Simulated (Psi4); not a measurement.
**One shape, several levels: [B2H2F2]− (SMILES [BH2-]B(F)F)**

We compute a comparison of 3 runs (UHF/3-21G, UHF/6-31G*, UB3LYP/6-31G*) of [B2H2F2]−. 

Program for the calculation: Psi4 1.11.

1 further run of the same task is left out (set aside as unsound or not needed).

**1. Starting point**

[B2H2F2]−: 6 atoms, total charge -1, spin state doublet. SMILES: `[BH2-]B(F)F`. The shape is that of a GFN2-xTB optimisation.

Bond lengths: B1–B2 1.572 Å, B2–F3 1.417 Å, B2–F4 1.416 Å, B1–H5 1.209 Å, B1–H6 1.208 Å. Angles: B1–B2–F3 127.4°, B1–B2–F4 127.5°, F3–B2–F4 105.1°, B2–B1–H5 123.6°, B2–B1–H6 123.6°, H5–B1–H6 112.7°.

**2. A single-point energy at UHF/3-21G (run 1)**

Contents of b2f2h2.xyz:

```xyz
6
B2F2H2
B     -0.328080     0.752540    -0.220650
B      0.279650    -0.638840     0.187100
F     -0.051890    -1.911440    -0.340810
F      1.272820    -0.892150     1.164420
H     -1.179650     0.888680    -1.067510
H      0.007150     1.801210     0.277450
```

Contents of run.py:

```python
import psi4

psi4.set_memory('1600 MB')
psi4.set_num_threads(1)
psi4.core.set_output_file('psi4.out', False)

with open('b2f2h2.xyz') as f:
    atoms = ''.join(f.readlines()[2:])
m = psi4.geometry('-1 2\n' + atoms + 'symmetry c1')

psi4.set_options({
    'basis': '3-21G',
    'reference': 'uhf',
    'puream': True,
    'e_convergence': 1e-09,
    'd_convergence': 1e-08,
    'scf_type': 'pk',
    'maxiter': 200,
})

energy_value, wavefunction = psi4.energy("hf", return_wfn=True)
psi4.oeprop(wavefunction, "LOWDIN_CHARGES", "MAYER_INDICES", "QUADRUPOLE", title="HF")
print('E =', round(energy_value, 9))
```

Launch:

```
$ python run.py
```

psi4.out:

```text
[...]
  Running in c1 symmetry.
[...]
  Nuclear repulsion =   91.248502597413122
[...]
  Multiplicity = 2
[...]
  Nalpha       = 16
  Nbeta        = 15
[...]
    Number of basis functions: 40
[...]
   @UHF iter   1:  -248.10163331728126   -1.35220e+00   9.30867e-03 DIIS/ADIIS
[...]
   @UHF iter  13:  -248.16320268271312   -3.46745e-12   8.93951e-09 DIIS
[...]
   @S^2 Observed:                7.560003300E-01
[...]
    Orbital Energies [Eh]
    ---------------------
    Alpha Occupied:
       1A    -25.925242     2A    -25.924904     3A     -7.411676
       4A     -7.270616     5A     -1.361888     6A     -1.323263
       7A     -0.559012     8A     -0.498804     9A     -0.459440
      10A     -0.447181    11A     -0.414637    12A     -0.395227
      13A     -0.370537    14A     -0.241126    15A     -0.231861
      16A     -0.054597
    Alpha Virtual:
      17A      0.420076    18A      0.495106    19A      0.561705
      20A      0.573336    21A      0.630458    22A      0.778588
      23A      0.837998    24A      0.864811    25A      0.899970
[...]
  @UHF Final Energy:  -248.16320268271312
   => Energetics <=
    Nuclear Repulsion Energy =             91.2485025974131219
    One-Electron Energy =                -533.2309092608829815
    Two-Electron Energy =                 193.8192039807567539
    Total Energy =                       -248.1632026827131199
  UHF NO Occupations:
  HONO-2 :   14  A 1.9992664
  HONO-1 :   15  A 1.9980552
[...]
 Multipole Moments:
 ------------------------------------------------------------------------------------
     Multipole            Electronic (a.u.)      Nuclear  (a.u.)        Total (a.u.)
 ------------------------------------------------------------------------------------
 L = 1.  Multiply by 2.5417464519 to convert [e a0] to [Debye]
 Dipole X            :          2.1371275           -1.5402047            0.5969227
 Dipole Y            :         -4.8967045            3.5327916           -1.3639129
 Dipole Z            :          1.4380166           -1.0375927            0.4004239
 Magnitude           :                                                    1.5417245
 L = 2.  Multiply by 1.3450342976 to convert [e a0^2] to [Debye ang]
 Quadrupole XX       :        -71.3873079           49.6115090          -21.7757989
 Quadrupole XY       :         22.4799425          -19.7437664            2.7361761
[...]
```

The script printed:

```text
E = -248.163202683
```

Wall time 4.2 s (1 thread of AMD EPYC 7R43 (Zen 3), shared host); peak memory 0.18 GiB.

**3. Energy and forces at UHF/6-31G(d) (spherical functions) (run 2)**

b2f2h2.xyz is that of step 2.

Contents of calc.py:

```python
import psi4

psi4.set_memory(1600000000)
psi4.set_num_threads(1)
psi4.core.set_output_file('b2f2h2.out', False)

with open('b2f2h2.xyz') as f:
    atoms = ''.join(f.readlines()[2:])
m = psi4.geometry('-1 2\n' + atoms + 'symmetry c1')

psi4.set_options({
    'basis': '6-31G*',
    'reference': 'uhf',
    'puream': True,
    'e_convergence': 1e-09,
    'd_convergence': 1e-08,
    'scf_type': 'pk',
    'maxiter': 200,
})

e_tot, wfn = psi4.gradient("scf", return_wfn=True)
psi4.oeprop(wfn, "QUADRUPOLE", "DIPOLE", "MULLIKEN_CHARGES")
print('gradient / Eh bohr^-1')
print(e_tot.np.round(6))
print(f'energy = {wfn.energy():.10f} Eh')
```

Launch:

```
$ python calc.py
```

b2f2h2.out, shortened:

```text
[...]
  Running in c1 symmetry.
[...]
  Nuclear repulsion =   91.248502597413122
[...]
  Multiplicity = 2
[...]
  Nalpha       = 16
  Nbeta        = 15
[...]
    Number of basis functions: 60
[...]
   @UHF iter   1:  -249.41112812395906   -1.29315e+00   6.63230e-03 DIIS/ADIIS
[...]
   @UHF iter  14:  -249.48323094146872   -1.64846e-12   4.70381e-09 DIIS
[...]
   @S^2 Observed:                7.564652354E-01
[...]
  @UHF Final Energy:  -249.48323094146872
   => Energetics <=
    Nuclear Repulsion Energy =             91.2485025974131219
    One-Electron Energy =                -535.0612113254237556
    Two-Electron Energy =                 194.3294777865419292
    Total Energy =                       -249.4832309414687188
  UHF NO Occupations:
  HONO-2 :   14  A 1.9994533
  HONO-1 :   15  A 1.9978230
[...]
  -Total Gradient:
     Atom            X                  Y                   Z
    ------   -----------------  -----------------  -----------------
       1        0.012462149466    -0.028631314879     0.008566142539
       2       -0.027138429529     0.063486166768    -0.018657430569
       3       -0.003713607560    -0.027027192305    -0.007674840798
       4        0.019081281384    -0.009264346312     0.018290869542
       5        0.002512709335     0.002962630300     0.003001335264
       6       -0.003204103096    -0.001525943572    -0.003526075977
[...]
 Multipole Moments:
 ------------------------------------------------------------------------------------
     Multipole            Electronic (a.u.)      Nuclear  (a.u.)        Total (a.u.)
 ------------------------------------------------------------------------------------
 L = 1.  Multiply by 2.5417464519 to convert [e a0] to [Debye]
 Dipole X            :          2.1301996           -1.5402047            0.5899948
 Dipole Y            :         -4.8808737            3.5327916           -1.3480821
 Dipole Z            :          1.4337738           -1.0375927            0.3961811
 Magnitude           :                                                    1.5239353
 L = 2.  Multiply by 1.3450342976 to convert [e a0^2] to [Debye ang]
 Quadrupole XX       :        -71.0300550           49.6115090          -21.4185460
 Quadrupole XY       :         22.4358111          -19.7437664            2.6920446
[...]
  Mulliken Charges: (a.u.)
   Center  Symbol    Alpha    Beta     Spin     Total
[...]
```

Standard output:

```text
gradient / Eh bohr^-1
[[ 0.012462 -0.028631  0.008566]
 [-0.027138  0.063486 -0.018657]
 [-0.003714 -0.027027 -0.007675]
 [ 0.019081 -0.009264  0.018291]
 [ 0.002513  0.002963  0.003001]
 [-0.003204 -0.001526 -0.003526]]
energy = -249.4832309415 Eh
```

Wall time 5.7 s (1 thread of AMD EPYC 7R43 (Zen 3), shared host); peak memory 0.2 GiB.

**4. Energy and forces at UB3LYP/6-31G(d) (Cartesian functions) (run 3)**

Contents of job.dat:

```
memory 1600 MB

molecule molecule1 {
  -1 2
  B
  B 1 1.572111
  F 2 1.417081 1 127.42625
  F 2 1.41623 3 105.1012 1 179.79034
  H 1 1.208668 2 123.62613 4 -179.8578
  H 1 1.208384 5 112.73818 2 179.90216
  symmetry c1
  no_reorient
  no_com
}

set {
  reference            uks
  puream               false
  e_convergence        1e-09
  d_convergence        1e-08
  scf_type             pk
  dft_radial_points    99
  dft_spherical_points 590
  maxiter              200
}

result, w = gradient("b3lyp/6-31G*", return_wfn=True)
```

Launch:

```
$ psi4 -i job.dat -o job.out -n 1
```

job.out, shortened:

```text
[...]
  Running in c1 symmetry.
[...]
  Nuclear repulsion =   91.248502096095351
[...]
  Multiplicity = 2
[...]
  Nalpha       = 16
  Nbeta        = 15
[...]
    Number of basis functions: 64
[...]
   @UKS iter   1:  -250.50454842179957   -6.66030e-01   9.05166e-03 DIIS/ADIIS
[...]
   @UKS iter  12:  -250.68035761355245   -7.95808e-13   2.48765e-09 DIIS
[...]
   @S^2 Observed:                7.518471541E-01
[...]
  @UKS Final Energy:  -250.68035761355245
   => Energetics <=
    Nuclear Repulsion Energy =             91.2485020960953506
    One-Electron Energy =                -535.3066380314174921
    Two-Electron Energy =                 217.7265853575541428
    DFT Exchange-Correlation Energy =     -24.3488070357844499
    Empirical Dispersion Energy =           0.0000000000000000
    VV10 Nonlocal Energy =                  0.0000000000000000
    Total Energy =                       -250.6803576135524452
[...]
 Multipole Moments:
 ------------------------------------------------------------------------------------
     Multipole            Electronic (a.u.)      Nuclear  (a.u.)        Total (a.u.)
 ------------------------------------------------------------------------------------
 L = 1.  Multiply by 2.5417464519 to convert [e a0] to [Debye]
 Dipole X            :         -0.0042914            0.0036233           -0.0006681
 Dipole Y            :          0.0010429            0.0001553            0.0011981
 Dipole Z            :          5.5606611           -3.9911692            1.5694919
 Magnitude           :                                                    1.5694925
[...]
  -Total Gradient:
     Atom            X                  Y                   Z
    ------   -----------------  -----------------  -----------------
       1       -0.000135242682     0.000088933487     0.026540068644
       2        0.000372232039     0.000308258769    -0.056127648993
       3       -0.000100665652    -0.010364989708     0.014527954758
       4       -0.000164060893     0.010070877319     0.014344190636
       5       -0.000002755343     0.005208276884     0.000346395298
       6        0.000028360828    -0.005311212458     0.000414124226
[...]
```

Wall time 32 s (1 thread of AMD EPYC 7R43 (Zen 3), shared host); peak memory 0.78 GiB.

**5. The series**

| run | level | task | Cartesian functions | energy (Eh) | HOMO energy (eV) | LUMO energy (eV) | ⟨S²⟩ | wall time |
| --- | --- | --- | --- | --- | --- | --- | --- | --- |
| 1 | UHF/3-21G | energy | no | -248.163203 | -1.49 | 8.26 | 0.756 | 4.2 s |
| 2 | UHF/6-31G* (spherical functions) | gradient | no | -249.483231 | -1.44 | 8.67 | 0.756 | 5.7 s |
| 3 | UB3LYP/6-31G* (Cartesian functions) | gradient | yes | -250.680358 | 1.53 | 4.41 | 0.752 | 32 s |

**6. Results**

| quantity | value |
| --- | --- |
| run 3: total energy | -250.68036 Eh |
| run 3: HOMO energy (highest over α and β) | 1.53 eV |
| run 3: LUMO energy (lowest over α and β) | 4.41 eV |
| run 3: ⟨S²⟩ | 0.752 |
| run 3: largest force on an atom | 2.886 eV/Å |

In words: In run 3 the HOMO lies above zero, so the outermost electron may be held by the basis alone. All runs together took 42 s, the longest 32 s.
